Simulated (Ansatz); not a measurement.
What does this script print? It uses Ansatz 0.2.0, Python API.

Script `ch4te.py`:
```python
"""Energy of CH4Te against one bond angle."""

import ansatz as az
from ase import Atoms

atoms = Atoms(["C", "Te", "H", "H", "H", "H"], positions=[
    (-0.1961, -0.3555, -0.4563),
    (0.2994, -0.1624, 1.5963),
    (-1.0048, 0.4907, -0.731),
    (-0.6314, -1.2911, -0.6605),
    (0.6624, -0.2042, -1.1174),
    (0.9124, 1.4585, 1.3228),
])

# start the scan from a relaxed geometry
first = (
    az.Crystal.molecule_from_ase(atoms).calculation()
    .basis(gaussian="def2-SVP")
    .functional("pbe")
    .relax(force_tolerance=0.02, max_steps=80)
)
atoms.positions = first.run().report["positions_ang"]

rows = []
for angle in [85, 95, 105, 115, 125, 140, 160]:
    bent = atoms.copy()
    bent.set_angle(0, 1, 5, angle, indices=[5])
    calc = (
        az.Crystal.molecule_from_ase(bent).calculation()
        .basis(gaussian="def2-SVP")
        .functional("pbe")
    )
    rows.append((angle, calc.run().report["free_energy_ev"]))
floor = min(e for _, e in rows)
for angle, e in rows:
    print(f"angle C0-Te1-H5 = {angle:3d} deg   {1000 * (e - floor):9.1f} meV")
```

Running `python ch4te.py` prints:
```text
angle C0-Te1-H5 =  85 deg        40.2 meV
angle C0-Te1-H5 =  95 deg         0.0 meV
angle C0-Te1-H5 = 105 deg        85.1 meV
angle C0-Te1-H5 = 115 deg       282.9 meV
angle C0-Te1-H5 = 125 deg       584.2 meV
angle C0-Te1-H5 = 140 deg      1214.2 meV
angle C0-Te1-H5 = 160 deg      2339.5 meV
```

Caveats:
- The scan is rigid, and the energies are electronic, in a modest basis. The zero is the lowest point of the grid, which needn't be the minimum.
- def2 sets replace the cores of elements past krypton by effective core potentials.
- Run time: 16 s on 1 thread of Arm Neoverse V1 (shared host), peak memory 0.18 GiB.
